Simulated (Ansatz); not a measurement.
This script drives Ansatz's Python interface.

Contents of `asau3.xyz`:
```text
8
Lattice="5.95898546 0.0 0.0 -2.97949273 5.16063279 0.0 0.0 0.0 4.808907" Properties=species:S:1:pos:R:3 pbc="T T T"
As    2.97949276    1.72021091    1.20222675
As   -0.00000003    3.44042187    3.60668025
Au    1.49121972    0.86095611    3.60668025
Au    4.46776573    0.86095611    3.60668025
Au    2.97949273    3.43872057    3.60668025
Au    1.48827300    4.29967668    1.20222675
Au   -1.48827300    4.29967668    1.20222675
Au   -0.00000000    1.72191222    1.20222675
```

`asau3.py`
```python
# -*- coding: utf-8 -*-
import ansatz as az

asau3 = az.Crystal.from_extxyz('asau3.xyz')

base = (
    asau3.calculation()
    .kpoints(mesh=(5, 5, 5))
    .occupations('fermi_dirac', width=0.1)
)
with_term = base.functional('pbe', dispersion='d3bj').basis(340).cutoff_correction(590).run(threads=1, pin='off').report
without = base.functional('pbe').basis(340).run(threads=1, pin='off').report
finer = base.functional('pbe').basis(590).run(threads=1, pin='off').report
removed = az.free_energy_without(with_term, az.EnergyTerm.DISPERSION)
print(f'dispersion term            {with_term["components"]["e_disp"]:.5f} eV')
print(f'F less dispersion          {removed:.5f} eV, run without it {without["free_energy_ev"]:.5f} eV')
print(f'F less smearing term       {az.free_energy_without(without, az.EnergyTerm.SMEARING):.5f} eV')
print(f'estimated gain to 590 eV   {with_term["cutoff_correction"]["energy_ev"]:.5f} eV, found {finer["free_energy_ev"] - without["free_energy_ev"]:.5f} eV')
```

It is started by `python asau3.py`. How long does it take on 1 thread of Arm Neoverse V1, on a shared host, and how much memory does it need?

It took about 26 s, with a peak of 0.62 GiB, for 3 runs of the engine.

```console
$ python asau3.py
DeckWarning: basis.ecutwfc = 340 eV is below the records' recommended 420 eV, and the density's cutoff is lower with it unless basis.ecutrho_ratio is high enough to keep the records' density cutoff: compare with a run at a higher cutoff
dispersion term            -4.61833 eV
F less dispersion          -88606.97711 eV, run without it -88606.97711 eV
F less smearing term       -88606.87353 eV
estimated gain to 590 eV   -0.08216 eV, found -0.08147 eV
```
(Warnings from the package without file and line.)

Total energies depend on the potentials; only differences at equal settings carry meaning. A total without «per atom» is that of the whole cell that was run. The cutoff lies under the one recommended for these potentials in some of the runs. Dispersion corrections can be off by several per cent in the lattices of metals, and by several GPa in the pressure at a fixed cell. For a metal this k-point mesh is coarse: on a finer one energies can move by several to tens of meV an atom and pressures by half a GPa or more, differences at one mesh by less. Spin-orbit coupling, which matters for elements this heavy, is left out. This cell is a computed structure, which may not be the phase found in nature.
